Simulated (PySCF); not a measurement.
**RuNI: triplet, from a B3LYP minimum start**

Where does triplet RuNI go from a B3LYP minimum start, is the end point a minimum, and what are its modes, charges and moments?

Computed with PySCF 2.14.0. Level: B3LYP, basis Ru def2-SVP with ECP28, N def2-SVP, I def2-SVP with ECP28, scalar-relativistic core potentials, no spin–orbit coupling, density fitting.

**1. The starting structure**

3 atoms, charge 0, spin multiplicity 3.

Bond lengths: Ru1–N2 1.606 Å, Ru1–I3 2.584 Å. Angles: N2–Ru1–I3 125.2°.

```xyz
3
charge 0 multiplicity 3
Ru   -1.0942    0.0000   -0.7002
N    -2.5435    0.0000   -0.0079
I     1.1594    0.0000    0.5632
```

**2. The SCF at the typed geometry**

One driver script runs all steps and calls PySCF; scf.py shows how it sets up the SCF of each step. The optimiser is the driver's own. After this first run the driver tries any further starts and a stability analysis.

Contents of scf.py:

```python
from pyscf import gto, scf, dft
mol = gto.M(atom='''
Ru    -1.094156     0.000000    -0.700244
N     -2.543478     0.000000    -0.007865
I      1.159376     0.000000     0.563233''',
    basis={'Ru': 'def2-SVP', 'N': 'def2-SVP', 'I': 'def2-SVP'},
    ecp={'Ru': 'def2-SVP', 'I': 'def2-SVP'},
    charge=0, spin=2)
mf = dft.UKS(mol, xc='B3LYP')
mf.grids.atom_grid = (50, 194)
aux = {'Ru': 'def2-universal-JKFIT', 'N': 'def2-universal-JKFIT', 'I': 'def2-universal-JKFIT'}
mf = mf.density_fit(auxbasis=aux)
mf.conv_tol = 1e-08
mf.diis_space = 10
mf.max_cycle = 60
mf.init_guess = 'minao'
mf.verbose = 4
mf.kernel()
```

Started as:

```bash
OMP_NUM_THREADS=2 python axn.py task.json out
```

Standard output:

```text
init E= -406.77269993081
[... the frontier-level lines of each cycle are left out ...]
cycle= 1 E= -444.05746098889  delta_E= -37.3  |g|= 2.71  |ddm|= 6.59
cycle= 2 E= -429.817937059243  delta_E= 14.2  |g|=    5  |ddm|= 7.49
cycle= 3 E= -447.042333622643  delta_E= -17.2  |g|= 0.765  |ddm|= 5.62
cycle= 4 E= -443.558398336284  delta_E= 3.48  |g|= 2.37  |ddm|= 2.77
cycle= 5 E= -446.812620103894  delta_E= -3.25  |g|= 1.15  |ddm|= 2.33
cycle= 6 E= -446.807586407454  delta_E= 0.00503  |g|= 0.945  |ddm|= 1.51
cycle= 7 E= -447.351287853172  delta_E= -0.544  |g|= 0.224  |ddm|= 0.841
cycle= 8 E= -447.379834966701  delta_E= -0.0285  |g|= 0.0889  |ddm|= 0.204
cycle= 9 E= -447.384734085355  delta_E= -0.0049  |g|= 0.0232  |ddm|= 0.119
cycle= 10 E= -447.385061077686  delta_E= -0.000327  |g|= 0.00613  |ddm|= 0.0373
cycle= 11 E= -447.385111367724  delta_E= -5.03e-05  |g|= 0.00301  |ddm|= 0.0152
cycle= 12 E= -447.385136856455  delta_E= -2.55e-05  |g|= 0.00129  |ddm|= 0.0151
cycle= 13 E= -447.385143807292  delta_E= -6.95e-06  |g|= 0.000478  |ddm|= 0.01
cycle= 14 E= -447.385144479319  delta_E= -6.72e-07  |g|= 0.000273  |ddm|= 0.00217
cycle= 15 E= -447.38514476358  delta_E= -2.84e-07  |g|= 0.000132  |ddm|= 0.00147
cycle= 16 E= -447.385144841148  delta_E= -7.76e-08  |g|= 5.66e-05  |ddm|= 0.000752
cycle= 17 E= -447.385144854659  delta_E= -1.35e-08  |g|= 4.35e-05  |ddm|= 0.000302
cycle= 18 E= -447.385144861467  delta_E= -6.81e-09  |g|= 1.02e-05  |ddm|= 0.00029
Extra cycle  E= -447.385144861855  delta_E= -3.89e-10  |g|= 1.14e-05  |ddm|= 5.2e-05
converged SCF energy = -447.385144861855  <S^2> = 2.0155884  2S+1 = 3.0103743
```

This step, with its further starts and checks, needed 15 s of wall time on 2 threads of Arm Neoverse V1, shared host.

The starts that the driver tried:

```
                      start  energy (Eh)
    the minimal-basis guess  -447.385145
a thermally smeared density  -447.385145
      a smeared PBE density  -447.385957
```

This is not the lowest solution: one lies 2.1 kJ/mol lower, at -447.38596 Eh, and the relaxation starts from that.

**3. Relaxation: B3LYP minimum start, triplet**

The program finds Cs symmetry in the start, which this walk keeps.

Edit scf.py of step 2 so:

```diff
@@ -3,3 +3,3 @@
-Ru    -1.094156     0.000000    -0.700244
-N     -2.543478     0.000000    -0.007865
-I      1.159376     0.000000     0.563233''',
+Ru    -1.094215     0.000000    -0.700280
+N     -2.543537     0.000000    -0.007901
+I      1.159317     0.000000     0.563197''',
@@ -16 +15,0 @@
-mf.init_guess = 'minao'
```

Steps of the walk:

```
step  energy (Eh)  change (kJ/mol)  largest symmetric gradient (Eh/bohr)
   0  -447.385957             0.00                               0.00013
```

The walk took 2.1 s.

It settles in Cs symmetry, 0.0 kJ/mol below the start, after 0 steps: Ru–I 2.584 Å, Ru–N 1.606 Å; I–Ru–N 125.2°.

**4. Hessian and properties**

The point is checked on the finer grid, and tightened if its gradient asks for it. The Hessian and the dipole derivatives come from central differences of analytic gradients, with steps of 0.02 bohr.

Edit scf.py of step 3 so:

```diff
@@ -10 +10 @@
-mf.grids.atom_grid = (50, 194)
+mf.grids.atom_grid = (75, 302)
@@ -13 +13 @@
-mf.conv_tol = 1e-08
+mf.conv_tol = 1e-10
```

The driver hands on the density of the step before, so the log starts near convergence.

SCF at the final geometry:

```text
init E= -447.385838941144
[... the frontier-level lines of each cycle are left out ...]
cycle= 1 E= -447.385838941128  delta_E= 1.59e-11  |g|= 7.87e-06  |ddm|= 8.22e-06
Extra cycle  E= -447.385838940588  delta_E= 5.4e-10  |g|= 3.76e-05  |ddm|= 2.79e-05
converged SCF energy = -447.385838940588  <S^2> = 2.0145994  2S+1 = 3.0097172
```

The whole step took 49 s.

Geometry: Cs; Ru–I 2.584 Å, Ru–N 1.606 Å; I–Ru–N 125.2°.

Harmonic modes (main isotopes):

| symmetry | ω (cm⁻¹) | IR (km/mol) | μ (u) | type |
| --- | --- | --- | --- | --- |
| a' | 135 | 2.0 | 17.80 | bend |
| a' | 232 | 15.2 | 79.83 | mixed |
| a' | 1117 | 68.8 | 15.61 | stretch |

No imaginary mode, so this is a minimum.

Properties at this point:

```
Dipole moment                                                   : 1.43 D
Highest occupied level                                          : -6.29 eV
Lowest empty level                                              : -4.41 eV
Rotational constants                                            : 0.8932, 0.03709, 0.03561 cm⁻¹
Zero-point energy                                               : 8.9 kJ/mol
Principal polarisabilities                                      : 51.6, 55.6, 104.7 bohr³
Atomisation energy without zero-point energy                    : 695 kJ/mol
Principal traceless quadrupole moments about the centre of mass : -4.55, 0.93, 3.62 D Å
Entropy at 298.15 K and 1 bar (electronic part: spin only)      : 318.3 J/(mol K)
Heat capacity Cp at 298.15 K                                    : 49.9 J/(mol K)
Enthalpy at 298.15 K above 0 K                                  : 13.08 kJ/mol
Rotational symmetry number                                      : 1
Spin squared ⟨S²⟩                                               : 2.015
```

Charges (e) and bond orders:

| atom | Mulliken | Löwdin | polar tensor | spin (Mulliken) | Mayer order to Ru1 |
| --- | --- | --- | --- | --- | --- |
| Ru1 | 0.30 | -0.29 | 0.79 | 1.73 | – |
| N2 | -0.17 | 0.12 | -0.41 | 0.19 | 2.79 |
| I3 | -0.13 | 0.17 | -0.37 | 0.08 | 1.25 |

Outer orbital energies (eV). α occupied: -11.28, -11.17, -9.45, -9.43, -8.13, -7.55, -7.48, -6.29; empty: -3.68, -2.87, -1.09, 0.28. β occupied: -18.91, -10.93, -10.84, -10.77, -9.10, -7.86, -7.83, -7.23; empty: -4.41, -3.53, -3.27, -2.41.

Mulliken populations on Ru1 (outside its core potential): s 2.62, p 6.42, d 6.65, f 0.02.

**5. Summary of results**

| quantity | value |
| --- | --- |
| minimum | triplet, Cs |
| geometry | Ru–I 2.584 Å, Ru–N 1.606 Å; I–Ru–N 125.2° |
| wavenumbers (cm⁻¹) | 135 (a'), 232 (a'), 1117 (a') |
| dipole moment | 1.43 D |
| highest occupied, lowest empty level (either spin) | -6.29, -4.41 eV |
| polar-tensor charge of Ru1 | +0.79 e |
| zero-point energy | 8.9 kJ/mol |
| entropy at 298.15 K | 318.3 J/(mol K) |
| atomisation energy (no zero-point energy) | 695 kJ/mol |
| ⟨S²⟩ | 2.015 |

In words: The B3LYP minimum start keeps its Cs symmetry and ends in a minimum. The strongest infrared band lies at 1117 cm⁻¹ (a', stretch). Most of the spin sits on Ru1 (Mulliken spin 1.73, against 2 for the whole molecule). The first SCF alone would have been 2 kJ/mol too high. Other starts or spin states, not run here, may lie lower. Open d and f shells are described by one determinant, and the ground state may have another occupation or spin. With an element this heavy the missing spin–orbit coupling can shift these numbers.

The search up to here took 67 s.
